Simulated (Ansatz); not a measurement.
# MnGa4: the cost of one run

Program: Ansatz 0.2.0. Level of theory: DFT PBEsol, scalar-relativistic, plane waves, PAW. These are calculated values, not measurements.

1 further run of the same task is left out (set aside as unsound or not needed).

## Step 1: The system as given

The structure is cubic, space group Im-3m (No. 229). The conventional cell has a = 5.510 Å, b = 5.510 Å, c = 5.510 Å, α = 90.00°, β = 90.00°, γ = 90.00°. Mn (site symmetry m-3m) has 8 Ga at 2.39 Å as nearest neighbours. Ga (site symmetry -3m) is surrounded by 2 Mn at 2.39 Å.

As a file:

```
Mn Ga
1.0
    -2.75478    2.75478    2.75478
     2.75478   -2.75478    2.75478
     2.75478    2.75478   -2.75478
Mn Ga
1 4
Cartesian
  0.0000 0.0000 0.0000
  1.3774 1.3774 -1.3774
  1.3774 -1.3774 1.3774
  -1.3774 1.3774 1.3774
  1.3774 1.3774 1.3774
```

It goes back to an entry of the Materials Project.

This cell was relaxed beforehand with the same method: volume 16.72 Å³/atom, gap on the mesh none (metal), site moments up to 0.6 μB.

## Step 2: Tight relaxation for the response runs, with the smearing for a metal

Response runs need a geometry at rest under their own mesh and occupations; hence this stricter relaxation.

Input file input.yaml:

```yaml
crystal:
  lattice:
    - [-2.7547829113, 2.7547829113, 2.7547829113]
    - [2.7547829113, -2.7547829113, 2.7547829113]
    - [2.7547829113, 2.7547829113, -2.7547829113]
  atoms:
    - { symbol: Mn, position: [0.0, 0.0, 0.0], spin: 0.62 }
    - { symbol: Ga, position: [0.0, 0.0, 0.5] }
    - { symbol: Ga, position: [0.0, 0.5, 0.0] }
    - { symbol: Ga, position: [0.5, 0.0, 0.0] }
    - { symbol: Ga, position: [0.5, 0.5, 0.5] }
basis:
  ecutwfc: 420
kpoints:
  mp_grid: { grid: [10, 10, 10] }
hamiltonian:
  xc: pbesol
scf:
  occupations: { method: gaussian, width: 0.2 }
output:
  forces: true
  stress: true
  eigenvalues: true
  populations: true
magnetization:
  spin_polarized: true
relax:
  adjacent_minimum: "off"
  f_tol: 0.001
  max_steps: 60
  cell: { stress_tol: 0.01 }
```

The run is started by

```console
ansatz run input.yaml --threads 2 --pin off --max-ram 6144MiB --backend cpu --events-out ev --progress --plain --runs-dir out
```

What time and memory should one allow on 2 threads of Arm Neoverse V2, shared host?

About 40 s, with a peak of 0.55 GiB.
